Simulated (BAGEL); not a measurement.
# B3LYP/cc-pVDZ (density fitting with cc-pvqz-jkfit) run of SiCNCl2F (SMILES N#C[Si](F)(Cl)Cl)

What is the energy change on altering one bond length of SiCNCl2F at B3LYP/cc-pVDZ (density fitting with cc-pvqz-jkfit)? 

The calculation is run with BAGEL 1.2.2.

5 further runs of the same task are left out: 5 that didn't finish.

### Step 1. Starting point

The species is SiCNCl2F (6 atoms), meant as a singlet with charge 0. SMILES: `N#C[Si](F)(Cl)Cl`. The shape is that of a PBE0-D4/def2-TZVP optimisation.

Bond lengths: N1–C2 1.151 Å, C2–Si3 1.830 Å, Si3–F4 1.572 Å, Si3–Cl5 2.006 Å, Si3–Cl6 2.006 Å. Angles: N1–C2–Si3 179.1°, C2–Si3–F4 107.4°, C2–Si3–Cl5 109.0°, C2–Si3–Cl6 109.0°, F4–Si3–Cl5 109.6°, F4–Si3–Cl6 109.6°, Cl5–Si3–Cl6 112.0°.

### Step 2. A single-point energy at B3LYP/cc-pVDZ (density fitting with cc-pvqz-jkfit)

File input.json:

```json
{ "bagel" : [

{
  "title" : "molecule",
  "basis" : "cc-pvdz.json",
  "df_basis" : "cc-pvqz-jkfit",
  "angstrom" : "true",
  "geometry" : [
    { "atom" : "N", "xyz" : [    1.752600,   -1.361000,    1.114200 ] },
    { "atom" : "C", "xyz" : [    0.923100,   -0.763300,    0.585900 ] },
    { "atom" : "Si", "xyz" : [   -0.381900,    0.210300,   -0.249400 ] },
    { "atom" : "F", "xyz" : [   -1.471500,   -0.801900,   -0.758800 ] },
    { "atom" : "Cl", "xyz" : [    0.422900,    1.177100,   -1.812500 ] },
    { "atom" : "Cl", "xyz" : [   -1.203100,    1.474700,    1.074300 ] }
  ]
},
{ "title" : "ks", "xc_func" : "b3lyp" },
{ "title" : "print", "file" : "orbitals.molden", "orbitals" : "true" }

]}
```

The basis set cc-pVDZ is read from a file made from the Basis Set Exchange's data (not shown).

The run is started by

```sh
$ BAGEL_NUM_THREADS=1 BAGEL input.json > input.out
```

The log of the run:

```text
* using 1 threads per process

  ===============================================================
  ===============================================================

  *** Geometry ***

  { "atom" : "N", "xyz" : [      3.311934,     -2.571917,      2.105533 ] },
  { "atom" : "C", "xyz" : [      1.744406,     -1.442428,      1.107191 ] },
  { "atom" : "Si", "xyz" : [     -0.721686,      0.397409,     -0.471298 ] },
  { "atom" : "F", "xyz" : [     -2.780732,     -1.515371,     -1.433924 ] },
  { "atom" : "Cl", "xyz" : [      0.799165,      2.224397,     -3.425129 ] },
  { "atom" : "Cl", "xyz" : [     -2.273530,      2.786779,      2.030133 ] },

  Number of auxiliary basis functions:      762

  Since a DF basis is specified, we compute 2- and 3-index integrals:
    o Being stored without compression. Storage requirement is 0.056 GB

  Number of basis functions:       96
  Number of electrons      :       70

    * METHOD: MOLECULE                             0.82

  *** Kohn-Sham DFT ***

    * Removing 11394 points whose weight is below 1.00e-10
    * Grid points: 78042

  === Nuclear Repulsion ===
   414.6372201205

       - DIIS with orbital gradients will be used.

  === KS iteration (b3lyp / cc-pvdz.json) ===
      0      -1358.91447739          0.10266504           0.68
      1      -1111.62799588          0.16056062           0.59
      2      -1259.07719587          0.15103931           0.64
      3      -1375.82856512          0.05399226           0.60
      4      -1340.09005961          0.11652789           0.68
      5      -1393.00904167          0.06720404           0.73
      6      -1392.86898376          0.07379648           0.63
      7      -1362.80496742          0.16492133           0.62
      8      -1376.05572695          0.11471240           0.75
      9      -1372.97496195          0.08321346           0.76
     10      -1396.88425191          0.04961596           0.79
     11      -1401.87669216          0.03281792           0.73
     12      -1402.46976438          0.01838304           0.77
     13      -1402.45207058          0.01903715           0.75
     14      -1402.72014573          0.00890932           0.65
     15      -1402.77186289          0.00512428           0.62
     16      -1402.78703914          0.00183361           0.59
     17      -1402.78961541          0.00069307           0.56
     18      -1402.78975570          0.00047473           0.57
     19      -1402.78994455          0.00004308           0.57
     20      -1402.78994627          0.00002687           0.62
     21      -1402.78994695          0.00001041           0.61
     22      -1402.78994702          0.00000581           0.60
     23      -1402.78994704          0.00000279           0.57
     24      -1402.78994704          0.00000119           0.57
     25      -1402.78994704          0.00000049           0.65
     26      -1402.78994705          0.00000017           0.73
     27      -1402.78994705          0.00000007           0.65
     28      -1402.78994705          0.00000004           0.81
     29      -1402.78994705          0.00000002           0.65
     30      -1402.78994705          0.00000001           0.54
     31      -1402.78994705          0.00000000           0.56
    * SCF iteration converged.

    * Permanent dipole moment:
           (    0.441248,    -0.598532,     0.309741) a.u.

    * METHOD: KS                                  21.51

    * METHOD: PRINT                                0.02

  ===============================================================
```

It took 23 s on 1 thread of Intel Xeon Platinum 8488C (Sapphire Rapids), shared host; peak memory 0.43 GiB.

### Step 3. The distorted shape at the same level

File input.json:

```json
{ "bagel" : [

{
  "title" : "molecule",
  "basis" : "cc-pvdz.json",
  "df_basis" : "cc-pvqz-jkfit",
  "angstrom" : true,
  "geometry" : [
    { "atom" : "N", "xyz" : [       1.108776,      -2.134420,       2.364648 ] },
    { "atom" : "C", "xyz" : [       0.279276,      -1.536720,       1.836348 ] },
    { "atom" : "Si", "xyz" : [      -1.025724,      -0.563120,       1.001048 ] },
    { "atom" : "F", "xyz" : [      -2.115324,      -1.575320,       0.491648 ] },
    { "atom" : "Cl", "xyz" : [       0.422900,       1.177100,      -1.812500 ] },
    { "atom" : "Cl", "xyz" : [      -1.846924,       0.701280,       2.324748 ] }
  ]
},

{
  "title" : "ks",
  "xc_func" : "b3lyp"
},

{
  "title" : "print",
  "file" : "orbitals.molden",
  "orbitals" : true
}

]}
```

The basis set cc-pVDZ is read from a file made from the Basis Set Exchange's data (not shown).

The run is started by

```sh
$ BAGEL_NUM_THREADS=1 BAGEL input.json > input.out
```

The log of the run:

```text
* using 1 threads per process

  ===============================================================
  ===============================================================

  *** Geometry ***

  { "atom" : "N", "xyz" : [      2.095283,     -4.033469,      4.468537 ] },
  { "atom" : "C", "xyz" : [      0.527755,     -2.903980,      3.470195 ] },
  { "atom" : "Si", "xyz" : [     -1.938337,     -1.064143,      1.891707 ] },
  { "atom" : "F", "xyz" : [     -3.997383,     -2.976923,      0.929080 ] },
  { "atom" : "Cl", "xyz" : [      0.799165,      2.224397,     -3.425129 ] },
  { "atom" : "Cl", "xyz" : [     -3.490181,      1.325227,      4.393137 ] },

  Number of auxiliary basis functions:      762

  Since a DF basis is specified, we compute 2- and 3-index integrals:
    o Being stored without compression. Storage requirement is 0.056 GB

  Number of basis functions:       96
  Number of electrons      :       70

    * METHOD: MOLECULE                             1.12

  *** Kohn-Sham DFT ***

    * Removing 10011 points whose weight is below 1.00e-10
    * Grid points: 79425

  === Nuclear Repulsion ===
   354.7787169820

       - DIIS with orbital gradients will be used.

  === KS iteration (b3lyp / cc-pvdz.json) ===
      0      -1363.65605578          0.08375396           0.60
      1      -1209.90126896          0.12992532           0.60
      2      -1260.89794268          0.11856543           0.77
      3      -1368.37366756          0.10300982           0.63
      4      -1381.26191063          0.06695101           0.59
      5      -1357.37179584          0.17749868           0.54
      6      -1401.11656649          0.03496271           0.65
      7      -1401.66166631          0.03438864           0.70
      8      -1400.77115634          0.04581934           0.61
      9      -1402.46809813          0.00842007           0.58
[... 21 lines of this table left out ...]
     31      -1402.64087259          0.00000005           0.63
     32      -1402.64087259          0.00000002           0.57
     33      -1402.64087259          0.00000002           0.61
     34      -1402.64087259          0.00000001           0.56
    * SCF iteration converged.

    * Permanent dipole moment:
           (    1.133045,     0.306714,    -1.354635) a.u.

    * METHOD: KS                                  23.04

    * METHOD: PRINT                                0.02

  ===============================================================
```

Run time: 25 s. Hardware: 1 thread of Intel Xeon Platinum 8488C (Sapphire Rapids), shared host; peak memory 0.44 GiB.

### Step 4. Summary of results

Level: B3LYP/cc-pVDZ (density fitting with cc-pvqz-jkfit).

| quantity | value |
| --- | --- |
| first shape: total energy | -1402.78995 Eh |
| first shape: dipole moment | 2.05 D |
| first shape: HOMO energy | -9.73 eV |
| first shape: LUMO energy | -1.37 eV |
| first shape: HOMO–LUMO gap | 8.36 eV |
| distorted shape: total energy | -1402.64087 Eh |
| distorted shape: dipole moment | 4.56 D |
| distorted shape: HOMO energy | -7.64 eV |
| distorted shape: LUMO energy | -5.88 eV |
| distorted shape: HOMO–LUMO gap | 1.77 eV |
| energy change with the Si3–Cl5 bond stretched from 2.006 to 3.611 Å | 4.057 eV |

What this shows: One bond (distorted shape) is far stretched, which a spin-restricted single reference describes badly; a broken-symmetry solution may lie lower. With the Si3–Cl5 bond stretched from 2.006 to 3.611 Å the energy rises by 4.06 eV (391 kJ/mol). The first shape isn't relaxed at this level, so the change isn't measured from a minimum. A restricted reference can't describe the breaking bond well at this length.
